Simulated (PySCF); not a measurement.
# C6H10B−: electronic excitations

Wanted: the electronic excitations of C6H10B− (`[BH3-]C/C=C/CC#C`), by calculation.

Computed with PySCF 2.14.0, with density-fitted response routines of our own, on a single molecule in the gas phase. Atoms count from 0, in the outputs and in this text.

**1. Starting geometry**

17 atoms, charge -1, multiplicity 1; geometry from: GFN2-xTB.

Bonds of the start (Å): B0–C1 1.69, C1–C2 1.46, C2–C3 1.33, C3–C4 1.51, C4–C5 1.45, C5–C6 1.20, B0–H7 1.22, B0–H8 1.22, B0–H9 1.22, C1–H10 1.09, C1–H11 1.09, C2–H12 1.09, C3–H13 1.08, C4–H14 1.10, C4–H15 1.10, C6–H16 1.05.

**2. Ultraviolet spectrum: PBE0/def2-SVPD**

Job settings and geometry (Å):

```
{"job": {"kind": "uv", "xc": "PBE0", "basis": "def2-SVPD", "nstates": 8, "ntriplets": 3}, "charge": -1, "multiplicity": 1}
B      2.906410     0.275303     0.204295
C      1.661015    -0.855846     0.029574
C      0.395827    -0.175605    -0.220790
C     -0.583778     0.029656     0.659912
C     -1.803944     0.873768     0.382671
C     -3.021118     0.094770     0.497009
C     -4.007158    -0.576012     0.613737
H      3.010393     0.938040    -0.813734
H      2.672229     1.004180     1.150714
H      3.941598    -0.339673     0.399425
H      1.601072    -1.472410     0.930492
H      1.924085    -1.497178    -0.816145
H      0.298797     0.273509    -1.207115
H     -0.529202    -0.390920     1.656224
H     -1.863869     1.710742     1.093214
H     -1.741945     1.290126    -0.628306
H     -4.867410    -1.170420     0.708374
```

With the program's defaults for keys left out, this is: TDDFT PBE0/def2-SVPD, vertical, gas phase, core orbitals frozen in the response.

Command:

```sh
OMP_NUM_THREADS=1 python probes_run.py task.json out
```

The driver reads the jobs from task.json and runs them one after another.

What will the session give for the following? lowest singlet (PBE0/def2-SVPD); brightest single state of those computed; lowest triplet. Wanted: lowest singlet; brightest single state of those computed; lowest triplet.

**Answer**, as computed:

| quantity | value |
| --- | --- |
| lowest singlet (PBE0/def2-SVPD) | 4.70 eV (264 nm), f = 0.073 |
| brightest single state of those computed | state 7, 5.64 eV, f = 0.085 |
| lowest triplet | 3.99 eV |

**Reading.** The lowest singlet, at 4.70 eV, is HOMO→LUMO 0.89 and is bright; of the 8 states computed, the strongest absorption comes from state 7 at 5.64 eV. The lowest triplet lies 0.71 eV below the lowest singlet (triplets in Tamm-Dancoff, singlets in full TDDFT). The lowest singlet lies above −ε(HOMO); no detachment energy was computed, so the anion's states may not be bound.
